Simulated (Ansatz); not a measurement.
# H₇NOSi (built from SMILES N[SiH3].O): search for a transition state

Wanted: the transition state of a four-centre ligand exchange (form Si1–O7, H2–H6 and break Si1–H2, H6–O7). The guess is relaxed with those distances held, a saddle search follows, and vibrations and two downhill relaxations check it.

Method: PBE0-D4, def2-SVP first, then def2-TZVP; program: Ansatz 0.2.0, Gaussian basis.

128 further runs of the same task are left out: 128 set aside as unsound or not needed.

## (1) Starting geometry

The guess: 10 atoms, charge 0, spin multiplicity 1.

Atoms are counted from 1 here; the program's logs count them from 0.

Bond lengths: Si1–H3 1.461 Å, Si1–H4 1.471 Å, Si1–N5 1.719 Å, N5–H8 1.006 Å, N5–H9 1.005 Å, O7–H10 0.964 Å. Angles: H3–Si1–H4 104.9°, H3–Si1–N5 124.7°, H4–Si1–N5 101.1°, Si1–N5–H8 118.0°, Si1–N5–H9 120.5°, H8–N5–H9 110.3°.

Coordinates:

```csv
atom,x (Å),y (Å),z (Å)
Si1,-0.63670,-0.07250,-0.11070
H2,0.80400,-1.16450,-0.61700
H3,-1.54610,-1.05520,-0.69490
H4,-1.40210,1.18300,-0.08810
N5,-0.04380,-0.12630,1.50160
H6,1.25490,-0.44890,-1.11130
O7,0.78100,0.71190,-1.38640
H8,-0.61230,0.27480,2.22790
H9,0.43190,-0.94290,1.84320
H10,0.96930,1.64050,-1.56430
```

Distances that are to change: Si1–O7 2.06 Å, H2–H6 0.98 Å, Si1–H2 1.88 Å, H6–O7 1.28 Å.

## (2) Relaxing the guess with the reacting distances held

hold/in.yaml

```yaml
crystal:
  periodic: [false, false, false]
  atoms:
    - {symbol: Si, position_ang: [-0.636700, -0.072500, -0.110700]}
    - {symbol: H, position_ang: [0.804000, -1.164500, -0.617000]}
    - {symbol: H, position_ang: [-1.546100, -1.055200, -0.694900]}
    - {symbol: H, position_ang: [-1.402100, 1.183000, -0.088100]}
    - {symbol: N, position_ang: [-0.043800, -0.126300, 1.501600]}
    - {symbol: H, position_ang: [1.254900, -0.448900, -1.111300]}
    - {symbol: O, position_ang: [0.781000, 0.711900, -1.386400]}
    - {symbol: H, position_ang: [-0.612300, 0.274800, 2.227900]}
    - {symbol: H, position_ang: [0.431900, -0.942900, 1.843200]}
    - {symbol: H, position_ang: [0.969300, 1.640500, -1.564300]}
basis:
  gaussian: {orbitals: def2-SVP}
hamiltonian: {xc: pbe0, dispersion: d4}
relax: {f_tol: 0.08, max_steps: 120, escape_saddle: false, constraints: [{distance: [0, 6]}, {distance: [1, 5]}, {distance: [0, 1]}, {distance: [5, 6]}]}
```

Run with:

```
$ ansatz run in.yaml --threads 2 --pin off --events-out ev --progress --plain --max-ram 4352MiB
```

After this run come: Force constants to start from; Saddle search in the small basis; Saddle search in triple zeta; Vibrations at the point found; Relaxing after a step of 0.30 Å one way along the mode; Relaxing after a step of 0.30 Å the other way along the mode.

**Question.** What will these runs give? Wanted: imaginary mode; barrier from the start side; barrier from the end side; energy of the step; pairs that change; zero-point energy at the saddle.

The runs gave:

```
                       quantity                                                     value
                 imaginary mode                                                1077i cm⁻¹
    barrier from the start side                                                  1.259 eV
      barrier from the end side                                                  2.119 eV
             energy of the step                                                 -0.860 eV
              pairs that change  Si1–O7 formed, H2–H6 formed, Si1–H2 broken, H6–O7 broken
zero-point energy at the saddle                                                  1.980 eV
```

What this shows: One imaginary mode, 1077i cm⁻¹, makes this a first-order saddle. Going downhill both ways gives the intended start and end. At PBE0-D4/def2-TZVP the electronic barrier is 1.259 eV, about 49 kT at 298 K, and the step runs 0.860 eV downhill. With so stiff a mode tunnelling counts: Wigner's rough correction is a factor of 2.1 at 298 K. A step off the saddle overshot and began above it in energy, so the link to its end is likely but not proven.
